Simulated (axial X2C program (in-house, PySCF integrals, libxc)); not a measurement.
# Linear ZrNC⁺ at several levels

An exercise on one series of results from a longer session: the logs are not shown, and one member is left open.

Computed with an in-house X2C program for linear molecules on PySCF integrals. Level: all-electron X2C, two-component (2c) or spin-free, Zr dyall-v3z, N dyall-av3z, C dyall-v3z.

All values are calculated.

2 further runs of the same task are left out: 2 set aside as unsound or not needed.

The first run:

task.json reads:

```json
{"zs": [40, 7, 6], "q": 1, "bas": ["dyall-v3z", "dyall-av3z", "dyall-v3z"], "r0": [2.2, 1.17], "symm": 0, "scan": ["PBE0", "HF", "TPSSh"], "levels": ["PBE0", "HF", "TPSSh"], "nst": 2}
```

Keys: zs atomic numbers; q charge; bas basis sets; r0 starting distance in Å; symm equal bonds; scan levels of the two-bond scan (MP2 follows by itself at each HF point); levels methods; nst determinants followed.

Run with:

```sh
python solin.py task.json out
```

Masses Zr 89.905, N 14.003, C 12.000 u.

Among the steps run: Scan at PBE0, 2c; Scan at HF, 2c; Scan at MP2, 2c.

One of the session's tables, all rows but one given; the rest of the session is left out.

```
           level  r(Zr–N) (Å)  r(N–C) (Å)  lower stretch (cm⁻¹)  upper stretch (cm⁻¹)
        PBE0, 2c        1.973       1.196                 543.3                2004.8
          HF, 2c        2.014       1.172                 521.7                2146.8
         MP2, 2c            ?           ?                     ?                     ?
 PBE0, spin-free        1.974       1.196                 543.9                2004.4
   HF, spin-free        2.013       1.172                 523.7                2146.5
TPSSh, spin-free        1.984       1.202                 536.7                1961.8
  MP2, spin-free        1.979       1.207                 547.8                1946.7
```

Estimate the missing values for MP2, 2c.

As computed: r(Zr–N) (Å): 1.979; r(N–C) (Å): 1.207; lower stretch (cm⁻¹): 546.6; upper stretch (cm⁻¹): 1947.0.

Scans not shown above were run alike.

Caveats from the session: The molecule was held linear; bending was not examined, so a bent shape may lie lower. Note: functional without a current term on a determinant with orbital currents, of the molecule or an atom.
